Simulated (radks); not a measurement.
# Valence configurations of Br⁺

The task here is to estimate one member of a computed series from the others.

Program: radks (a radial shooting solver on a logarithmic mesh, Libxc functionals) version 1. Level of theory: scalar-relativistic Kohn-Sham, PBE, spin-unpolarised, spherical densities, point nucleus. These are calculated values, not measurements, unless marked.

## Starting point

| Quantity | Value |
| --- | --- |
| element | bromine (Z = 35) |
| charge | +1 |
| electrons | 34 |
| configuration | [Ar] 3d10 4s2 4p4 |
| others tried | 3d9 4s2 4p5; 3d8.5 4s2 4p5.5; 3d9.5 4s2 4p4.5; 3d10 4s1 4p5; 3d9.5 4s1 4p5.5; 3d10 4s1.5 4p4.5; 3d10 4p6 |

Outer shells as boxes (Hund's rule):

Br⁺
```
[Ar] core
3d [↑↓][↑↓][↑↓][↑↓][↑↓]
4s [↑↓]
4p [↑↓][↑ ][↑ ]
```

Set-up of the first run:

Input:

```text
Z 35
configuration [Ar] 3d10 4s2 4p4
relativity scalar-relativistic
functional pbe,pbe
spin unpolarised
nucleus point
c 137.035999084
```

Among the steps run: [Ar] 3d10 4s2 4p4.

One of the session's tables, all rows but one given; the rest of the session is left out.

It belongs to the step «[Ar] 3d10 4s2 4p4». From the orbitals of this run (lengths in bohr):

| level | <r> | outermost maximum (interpolated) | 90 % within | nodes |
| --- | --- | --- | --- | --- |
| 1s | 0.04275 | 0.0279 | 0.0764 | 0 |
| 2s | ? | ? | ? | ? |
| 2p | 0.1654 | 0.127 | 0.270 | 0 |
| 3s | 0.5514 | 0.484 | 0.821 | 2 |
| 3p | 0.5640 | 0.481 | 0.861 | 1 |
| 3d | 0.5899 | 0.431 | 0.972 | 0 |
| 4s | 1.634 | 1.41 | 2.42 | 3 |
| 4p | 1.962 | 1.63 | 2.97 | 2 |

Estimate the missing values for 2s.

As computed: <r>: 0.1895; outermost maximum (interpolated): 0.159; 90 % within: 0.293; nodes: 1. In the column «<r>» it lies between 2p (0.1654) and 3s (0.5514).
